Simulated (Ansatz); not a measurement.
# NbTe (P-6m2) in Ansatz: notebook, part 2 of 2

Ansatz 0.2.0. The steps go on from the part before.

## (4) Phonons, PBE

Contents of input.yaml:

```yaml
crystal:
  lattice:
    - [3.7029743866, 0.0, 0.0]
    - [-1.8514871933, 3.2068698884, 0.0]
    - [0.0, 0.0, 3.694211]
  atoms:
    - { symbol: Te, position: [0.6666666667, 0.3333333333, 0.0] }
    - { symbol: Nb, position: [0.0, 0.0, 0.5] }
hamiltonian:
  xc: pbe
  pseudopotentials: { kind: paw }
kpoints:
  mp_grid: { grid: [6, 6, 5] }
scf:
  occupations: { method: fermi_dirac, width: 0.05 }
phonons:
  method: dfpt
```

Potentials or basis: Ansatz PAW.

Started as:

```sh
ansatz run input.yaml --threads 2 --pin off --max-ram 5632MiB --backend cpu --events-out ev --progress --plain --runs-dir out
```

The program printed:

```text
Warning: RAYON_NUM_THREADS=2 ignored (pool sized by the plan → 2); use --threads N
zone centre: on kpoints.mp_grid the ground state, and the responses unless they are solved on pairs of k-points, stand on 39 of the mesh's 180 k-points, reduced under 4 symmetry operations, with k and −k counted as one. Each operation leaves every solved displacement unchanged or reverses it
Engine: ansatz 0.2.0, aarch64-unknown-linux-gnu
Pseudopotentials: kind: paw
Pseudopotential: Te, paw, valence charge 16, recommended cutoff 420 eV (normal), Te.paw.azcp
Pseudopotential: Nb, paw, valence charge 13, recommended cutoff 420 eV (normal), Nb.paw.azcp
Functional definition: PBE
  parameter kappa = 0.804
  parameter beta = 0.06672455060314922
  exchange = pbe_x(kappa = kappa, mu = beta*pi^2/3)
  correlation = pbe_c(beta = beta)
Crystal: 2 atoms, lattice volume = 43.869 Å³
Basis set: ecut = 420 eV, 865 PW (Γ), exchange–correlation on 50×50×50 points (8 copies of the dense FFT grid, shifted against one another)
Bands: 19, of which v1, the nominal top of the filled ones, is band 15 counted from 1 (14 counted from 0)
Symmetry: 12 space group operations
k-points: 39 of 180 (irreducible under 4 space group operations, time reversal used)
Non-local potential: Te, projectors of the file, l = 0: 2, l = 1: 2, l = 2: 2, l = 3: 2
Non-local potential: Nb, projectors of the file, l = 0: 3, l = 1: 2, l = 2: 2, l = 3: 1
[... 19 lines left out ...]
SCF converged after 9 iterations
Free energy (F): -11532.510954 eV
Harris-Foulkes:  -11532.510954 eV  (|F-HF|=3.64e-12)
Internal energy: -11532.496309 eV  (E = F + TS)
E sigma→0 (E₀):  -11532.503632 eV
Entropy (-TS):   -0.014645 eV (-7.323 meV/atom)
Fermi energy:    15.984095 eV
--- Per-component energies (eV) ---
  E_band       = -279.052603
  E_kinetic    = 575.828047
  E_local      = -1731.697517  (includes V_loc(G=0)·N_el)
  E_nonlocal   = -188.228743
  E_hartree    = 936.039496
  E_xc         = -299.776474
  E_vxc        = -317.323788  (∫ρ·V_xc dr)
  E_paw        = -7737.554488  (= ΣΔE_a)
  E_vpaw       = -489.709402  (= ΣTr[D̂ρ^β])
  E_aug_tail   = -0.000174  (compensation charges beyond the density's cutoff)
  E_ewald      = -3087.106456
  E_smearing   = -0.014645  (= −TS)
  E_closure    = 0.000000  (closes the sum)
  Σ components = -11532.510954   (vs F -11532.510954, Δ=0.00e0)
--- Band table (eV; the first three rows and the last of 39) ---
  k-point 0: bands = ["-39.6679", "-22.2056", "-22.2056", "-22.1955", "-22.1952", "-22.1952", "-15.8669", "-15.6743", "-15.6743", "1.6354", "12.7399", "12.7399", "12.9046", "13.5407", "16.0326", "16.0326", "18.3330", "18.3330", "18.7432"]
  k-point 1: bands = ["-39.6661", "-22.2050", "-22.2050", "-22.1973", "-22.1973", "-22.1912", "-15.9062", "-15.6703", "-15.6703", "2.0161", "10.8192", "12.9533", "12.9533", "14.7520", "15.3367", "15.3367", "18.5768", "18.5768", "19.6248"]
  k-point 2: bands = ["-39.6633", "-22.2037", "-22.2037", "-22.2010", "-22.2010", "-22.1842", "-15.9690", "-15.6640", "-15.6640", "2.8045", "8.7023", "13.2484", "13.2484", "14.9131", "14.9131", "16.2302", "17.7634", "17.7634", "20.7947"]
  k-point 38: bands = ["-39.6554", "-22.2063", "-22.2046", "-22.1995", "-22.1937", "-22.1777", "-15.9273", "-15.7742", "-15.7040", "3.6237", "9.8415", "10.2461", "11.5196", "14.4583", "16.9366", "17.1886", "17.6294", "18.9568", "19.7309"]
--- Phonons (Γ-DFPT): 4 representative perturbations + reference, on 39 of 180 k-points (Σ response iterations 12) ---
  k mesh reduced under 4 symmetry operations, with k and −k counted as one. Each operation leaves every solved displacement unchanged or reverses it
  ASR residual: 1.611e-4 → 0.000e0 eV/Å²; symmetrization residual: 1.447e-5 eV/Å²
  ASR residual per site (eV/Å²): 1.61e-4 1.16e-4
  Γ frequencies (cm⁻¹): 0.00 0.00 0.00 217.32 217.32 224.76
  non-analytic LO–TO correction: not included (Born effective charges unavailable; polar crystals: no LO–TO splitting at Γ)
```

second_order_force_constants.tsv:

```text
# format = ansatz-second-order-force-constants/2
# a1_ang = 3.702974386623845e0 0e0 0e0
# a2_ang = -1.8514871933119226e0 3.2068698883793494e0 0e0
[... 27 lines left out ...]
# asr_residual_pre_ev_ang2 = 1.6113167730580358e-4
# asr_residual_post_ev_ang2 = 0e0
# symmetrization_residual_ev_ang2 = 1.4468257727884293e-5
# units = eV/Å^2
# kappa	j	t1	t2	t3	kappa_j	phi_xx	phi_xy	phi_xz	phi_yx	phi_yy	phi_yz	phi_zx	phi_zy	phi_zz
0	0	0	0	0	0	9.337331708349966e0	-0e0	-0e0	-0e0	9.33733170834996e0	-0e0	-0e0	-0e0	9.987838410293705e0
0	1	0	0	0	1	-9.337331708349966e0	0e0	0e0	0e0	-9.33733170834996e0	0e0	0e0	0e0	-9.987838410293705e0
1	0	0	0	0	0	-9.337331708349966e0	0e0	0e0	0e0	-9.33733170834996e0	0e0	0e0	0e0	-9.987838410293705e0
1	1	0	0	0	1	9.337331708349966e0	-0e0	-0e0	-0e0	9.33733170834996e0	-0e0	-0e0	-0e0	9.987838410293705e0
```

Wall time 9.5 s (2 threads of Arm Neoverse V1, shared host); peak memory 0.43 GiB.

Results:

| Quantity | Value |
| --- | --- |
| Free energy | -11532.5110 eV |
| Band gap on the k mesh | none (metal or under the smearing width) |
| Highest phonon frequency at Γ | 225 cm⁻¹ |

Levels at points of the mesh, in eV from the Fermi level:
| k point | band 13 | band 14 | band 15 | band 16 | band 17 | band 18 |
| --- | --- | --- | --- | --- | --- | --- |
| (0.00, 0.00, 0.00) | -3.08 | -2.44 | 0.05 | 0.05 | 2.35 | 2.35 |
| (0.00, -0.50, 0.00) | -2.72 | -2.70 | -0.28 | 1.15 | 1.41 | 2.93 |
| (-0.50, 0.00, 0.00) | -2.72 | -2.70 | -0.28 | 1.15 | 1.41 | 2.93 |

Phonon frequencies in cm⁻¹ (negative: imaginary):
| q point | frequencies |
| --- | --- |
| (0.000, 0.000, 0.000) | 0 0 0 217 217 225 |

## (5) Elastic constants, PBE

Changes to input.yaml since step 4:

```diff
@@ -15,3 +15,7 @@
   occupations: { method: fermi_dirac, width: 0.05 }
-phonons:
-  method: dfpt
+output:
+  forces: true
+  stress: true
+elastic:
+  mode: relaxed_ion
+  stencil: two_point
```

Potentials or basis: Ansatz PAW.

Started as:

```sh
ansatz run input.yaml --threads 2 --pin off --max-ram 5632MiB --backend cpu --events-out ev --progress --plain --runs-dir out
```

The program printed:

```text
Warning: RAYON_NUM_THREADS=2 ignored (pool sized by the plan → 2); use --threads N
Engine: ansatz 0.2.0, aarch64-unknown-linux-gnu
Pseudopotentials: kind: paw
Pseudopotential: Te, paw, valence charge 16, recommended cutoff 420 eV (normal), Te.paw.azcp
Pseudopotential: Nb, paw, valence charge 13, recommended cutoff 420 eV (normal), Nb.paw.azcp
Functional definition: PBE
  parameter kappa = 0.804
  parameter beta = 0.06672455060314922
  exchange = pbe_x(kappa = kappa, mu = beta*pi^2/3)
  correlation = pbe_c(beta = beta)
Crystal: 2 atoms, lattice volume = 43.869 Å³
Basis set: ecut = 420 eV, 865 PW (Γ), exchange–correlation on 50×50×50 points (8 copies of the dense FFT grid, shifted against one another)
Bands: 19, of which v1, the nominal top of the filled ones, is band 15 counted from 1 (14 counted from 0)
Symmetry: 12 space group operations
Space group: P-6m2 (ITA 187), of the structure as read, at distance tolerance 3.5e-5 Å
k-points: 21 of 180 (time reversal used)
Non-local potential: Te, projectors of the file, l = 0: 2, l = 1: 2, l = 2: 2, l = 3: 2
Non-local potential: Nb, projectors of the file, l = 0: 3, l = 1: 2, l = 2: 2, l = 3: 1
PAW form: soft (Blöchl's): semilocal exchange-correlation on the pseudo side does not see the compensation charge
[... 303 lines left out ...]
  k-point 20: bands = ["-39.6544", "-22.2078", "-22.2019", "-22.1975", "-22.1957", "-22.1774", "-15.9221", "-15.7634", "-15.7335", "3.7637", "9.7108", "10.2887", "11.1539", "14.7636", "16.9318", "17.5643", "18.4751", "18.5365", "18.7077"]
--- Elastic constants: 3 strain directions × 2 members + reference (group order 12) ---
  dense FFT box of the reference and of every strained cell: 25×25×25
  strains applied: 11, 33, 23; error gains: componentwise 1.00 (the most a stress slope's error grows in a printed constant), spectral 1.41 (1 for all six strains in a standard setting)
  C = ∂σ_k/∂η_j (tension-positive GPa; Voigt order 11 22 33 23 13 12):
       162.206     68.616     93.127      0.000      0.000      0.000
        68.616    162.206     93.127      0.000      0.000      0.000
        93.587     93.587    238.311      0.000      0.000      0.000
         0.000      0.000      0.000     85.223      0.000      0.000
         0.000      0.000      0.000      0.000     85.223      0.000
         0.000      0.000      0.000      0.000      0.000     46.795
  reference stress σ⁰ (GPa):      0.675      0.675      0.197     -0.000     -0.000     -0.000
  C* (energy form; C + prestress term) asymmetry max|C*_kj − C*_jk| = 1.709e-2 GPa — a small one proves nothing (zero by symmetry where the batch's group is 432, −43m or m−3m); a large one is finite-difference/SCF noise where every solve meets its electron count
  moduli (Voigt/Reuss/Hill, GPa): K = 119.26/112.50/115.88   G = 63.94/58.65/61.30   E = 156.32   ν = 0.275
  mechanically stable: yes (min eigenvalue of sym C = 46.79 GPa)
  the stresses are not corrected for the forces that the relaxations left standing (`elastic.f_tol`)
  strain η (Voigt 11):  stress-route row diagonal C_11 = 162.21 GPa, energy-path curvature d²(F+E_count+ΔE)/dδ²/Ω₀ = 162.16 GPa
         δ    σ_11 (GPa)             F (eV)   n_scf  n_hpsi   n_pw
    -2.000e-3       0.3479      -11532.5112348      10   13271    865   relax 3 steps, max|allowed force component| 2.93e-5 eV/Å
     2.000e-3       0.9967      -11532.5105016      11   13757    881   relax 3 steps, max|allowed force component| 1.21e-7 eV/Å
  strain η (Voigt 33):  stress-route row diagonal C_33 = 238.31 GPa, energy-path curvature d²(F+E_count+ΔE)/dδ²/Ω₀ = 238.37 GPa
         δ    σ_33 (GPa)             F (eV)   n_scf  n_hpsi   n_pw
    -2.000e-3      -0.2822      -11532.5109359       7    6755    865   relax 0 steps, max|allowed force component| 3.70e-17 eV/Å
     2.000e-3       0.6711      -11532.5107202       5    5367    865   relax 0 steps, max|allowed force component| 1.39e-17 eV/Å
  strain η (Voigt 23):  stress-route row diagonal C_44 = 85.22 GPa, energy-path curvature d²(F+E_count+ΔE)/dδ²/Ω₀ = 85.01 GPa
         δ    σ_23 (GPa)             F (eV)   n_scf  n_hpsi   n_pw
    -2.000e-3      -0.1704      -11532.5109099      11   19475    865   relax 3 steps, max|allowed force component| 2.02e-7 eV/Å
     2.000e-3       0.1704      -11532.5109099      11   19522    865   relax 3 steps, max|allowed force component| 2.02e-7 eV/Å
```

elastic.tsv:

```text
[... 16 lines left out ...]
6	0.0000000000e0	0.0000000000e0	0.0000000000e0	0.0000000000e0	0.0000000000e0	4.6794997545e1	0.0000000000e0	0.0000000000e0	0.0000000000e0	0.0000000000e0	0.0000000000e0	4.6794997545e1	0.0000000000e0	0.0000000000e0	0.0000000000e0	0.0000000000e0	0.0000000000e0	9.5005813666e-3
```

Wall time 36 s (2 threads of Arm Neoverse V1, shared host); peak memory 0.38 GiB.

What came out:

| Item | Value |
| --- | --- |
| Free energy | -11532.5110 eV |
| Pressure | -0.5 GPa |
| Band gap on the k mesh | none (metal or under the smearing width) |
| Voigt bulk modulus | 119 GPa |

Elastic tensor in Voigt notation (GPa, in the Cartesian axes of the cell as first typed):
```
162  69  93   0   0   0
 69 162  93   0   0   0
 94  94 238   0   0   0
  0   0   0  85   0   0
  0   0   0   0  85   0
  0   0   0   0   0  47
```

Caveat: elastic constants of metals need much finer meshes, so these are rough.

## (6) The runs side by side

| task | level | atoms under strain | gap on the mesh (eV) | pressure (GPa) |
| --- | --- | --- | --- | --- |
| phonons | LDA | - | none | - |
| elastic constants | LDA | relaxed | none | -7.4 |
| phonons | PBE | - | none | - |
| elastic constants | PBE | relaxed | none | -0.5 |

Alike in all rows: potentials or basis Ansatz PAW; no spin polarisation; cell as given; k mesh 6 × 6 × 5; cutoff (eV) 420; smearing fermi-dirac 0.05 eV.

Every run on the cell as given and a fine mesh finds a metal.

Caveats: the PAW data sets come from PBE, with cores solved anew for the run's functional, which leaves a small shift of forces and pressure (some runs); elastic constants of metals need much finer meshes, so these are rough (some runs); the cell is more than 3 GPa from zero pressure, which shifts response properties (some runs).

Total energies depend on the potentials used, so only differences within one code and one set of settings carry meaning.
